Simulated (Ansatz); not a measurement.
# H6SeSi: the cost of one run

Method: PBE0-D4/def2-SVP; program: Ansatz 0.2.0, Gaussian basis.

**1. Starting geometry**

The first end: 8 atoms, charge 0, spin multiplicity 1.

Atoms are counted from 1 here; the program's logs count them from 0.

Bond lengths: Si1–H2 1.485 Å, Si1–H3 1.483 Å, Si1–H4 1.488 Å, Si1–H5 1.484 Å, H6–Se7 1.467 Å, Se7–H8 1.467 Å. Angles: H2–Si1–H3 110.0°, H2–Si1–H4 108.8°, H2–Si1–H5 109.9°, H3–Si1–H4 109.1°, H3–Si1–H5 110.1°, H4–Si1–H5 109.0°, H6–Se7–H8 91.2°.

As a file:

```xyz
8
charge 0, multiplicity 1
Si   -0.4598   -0.7442   -1.1476
H    -0.9471   -1.0896    0.2116
H     1.0025   -0.9773   -1.2355
H    -1.1508   -1.6117   -2.1391
H    -0.7700    0.6752   -1.4489
H     1.1776    0.3426    2.4003
Se    1.2546    1.4975    1.4992
H    -0.1067    1.9077    1.8600
```

The second end:

```xyz
8
H6SeSi
Si    0.05962    0.35839   -1.04182
H    -0.27231   -2.44176    1.68556
H     1.13304   -0.55577   -1.50029
H    -1.18195   -0.40759   -0.77102
H    -0.21490    1.38158   -2.08120
H    -0.06034   -1.72783    1.74952
Se    0.88035    1.30756    0.86218
H    -0.34340    2.08563    1.09696
```

**2. The band at PBE0-D4/def2-SVP**

neb/in.yaml reads:

```yaml
crystal:
  periodic: [false, false, false]
  atoms:
    - {symbol: Si, position_ang: [-0.459837, -0.744235, -1.147637]}
    - {symbol: H, position_ang: [-0.947141, -1.089600, 0.211553]}
    - {symbol: H, position_ang: [1.002509, -0.977266, -1.235464]}
    - {symbol: H, position_ang: [-1.150850, -1.611707, -2.139124]}
    - {symbol: H, position_ang: [-0.770011, 0.675153, -1.448950]}
    - {symbol: H, position_ang: [1.177607, 0.342619, 2.400291]}
    - {symbol: Se, position_ang: [1.254563, 1.497500, 1.499222]}
    - {symbol: H, position_ang: [-0.106739, 1.907739, 1.860008]}
basis:
  gaussian: {orbitals: def2-SVP}
hamiltonian: {xc: pbe0, dispersion: d4}
neb:
  images: 5
  climbing: true
  max_iterations: 40
  initial_path: idpp
  final_atoms:
    - {symbol: Si, position_ang: [0.059623, 0.358389, -1.041816]}
    - {symbol: H, position_ang: [-0.272315, -2.441761, 1.685563]}
    - {symbol: H, position_ang: [1.133039, -0.555772, -1.500287]}
    - {symbol: H, position_ang: [-1.181945, -0.407587, -0.771025]}
    - {symbol: H, position_ang: [-0.214901, 1.381577, -2.081197]}
    - {symbol: H, position_ang: [-0.060342, -1.727833, 1.749521]}
    - {symbol: Se, position_ang: [0.880345, 1.307557, 0.862177]}
    - {symbol: H, position_ang: [-0.343401, 2.085631, 1.096964]}
```

Started as:

```sh
$ ansatz run in.yaml --threads 2 --pin off --events-out ev --progress --plain --max-ram 4352MiB
```

**Question.** How long does this run take on 2 threads of Arm Neoverse V1, shared host?

About 2.5 min.
